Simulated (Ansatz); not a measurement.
# SiF2 + H2O: a complex and its separated parts

Aim: how far the complex at one end of a reaction step lies below its separated, relaxed parts, level by level.

Computed with Ansatz 0.2.0, Gaussian basis. Level: PBE0-D4/def2-TZVP structures, single points in def2-TZVPP, no counterpoise correction.

Levels: SPW92, PBE-D4, BLYP-D4, r2SCAN-D4, B97M-V, PBE0-D4, B3LYP-D4, r2SCAN0-D4, BHLYP-D4, CAM-B3LYP-D4, wB97X-V, wB97M-V, B2PLYP, PBE-QIDH, RPA on PBE, Hartree-Fock, MP2, CCSD, CCSD(T).

Correlated methods freeze the cores. B3LYP uses VWN-RPA correlation. B2PLYP carries no dispersion term here.

56 further runs of the same task are left out: 56 set aside as unsound or not needed.

### 1 The system as given

The complex: 6 atoms, charge 0, spin multiplicity 1.

Atoms are counted from 1 here; the program's logs count them from 0.

Bond lengths: Si1–F4 1.633 Å, Si1–F5 1.633 Å, O2–H3 0.967 Å, O2–H6 0.967 Å. Angles: F4–Si1–F5 99.2°, H3–O2–H6 106.3°.

As a file:

```
Si   -0.6815    0.8343   -0.7629
O     0.9461   -0.4987   -0.2307
H     0.5091   -1.3317   -0.0086
F    -1.6544   -0.3891   -0.2888
F    -0.4047    1.5265    0.6904
H     1.2855   -0.1411    0.6007
```

Its parts: SiF2 holds atoms 1, 4, 5; H2O holds atoms 2, 3, 6. Each part counts its atoms afresh in its own runs.

### 2 Relaxing SiF2 alone

Input file relax-a/in.yaml:

```yaml
crystal:
  periodic: [false, false, false]
  atoms:
    - {symbol: Si, position_ang: [-0.681474, 0.834255, -0.762918]}
    - {symbol: F, position_ang: [-1.654420, -0.389087, -0.288838]}
    - {symbol: F, position_ang: [-0.404663, 1.526474, 0.690367]}
basis:
  gaussian: {orbitals: def2-TZVP}
hamiltonian: {xc: pbe0, dispersion: d4}
relax: {f_tol: 0.005, max_steps: 200}
```

On the command line:

```bash
$ ansatz run in.yaml --threads 2 --pin off --events-out ev --progress --plain --max-ram 4352MiB
```

Further steps of the session: Relaxing H2O alone; SPW92/def2-TZVPP; PBE-D4/def2-TZVPP; BLYP-D4/def2-TZVPP; r2SCAN-D4/def2-TZVPP; B97M-V/def2-TZVPP; PBE0-D4/def2-TZVPP; B3LYP-D4/def2-TZVPP; r2SCAN0-D4/def2-TZVPP; BHLYP-D4/def2-TZVPP; CAM-B3LYP-D4/def2-TZVPP; wB97X-V/def2-TZVPP; wB97M-V/def2-TZVPP; B2PLYP/def2-TZVPP; PBE-QIDH/def2-TZVPP; RPA on PBE/def2-TZVPP; CCSD(T)/def2-TZVPP; Vibrations of SiF2; Vibrations of H2O.

**Question.** What will these runs give? Wanted: complex less parts, CCSD(T)/def2-TZVPP; with zero-point energy; largest T1 diagnostic.

The runs gave:

| quantity | value |
| --- | --- |
| complex less parts, CCSD(T)/def2-TZVPP | -0.399 eV |
| with zero-point energy | -0.300 eV |
| largest T1 diagnostic | 0.015 |

**Reading.** At CCSD(T) the complex lies 0.399 eV below its parts. The functionals run from B2PLYP, off by -0.003 eV, to SPW92, off by -0.385 eV, against CCSD(T). By rung, the mean size of the error is: LDA 0.385, GGA 0.080, meta-GGA 0.119, hybrid 0.104, range-separated hybrid 0.102, double hybrid 0.045 eV. PBE-D4 gives a relative energy 0.125 eV too low, outside chemical accuracy (1 kcal/mol, 0.043 eV). No counterpoise was applied, and triple zeta lacks some correlation, so the CCSD(T) reference has a basis error of its own, and close matches with it are partly luck. The restricted Hartree–Fock reference is unstable towards an unrestricted one at one or more of these structures.
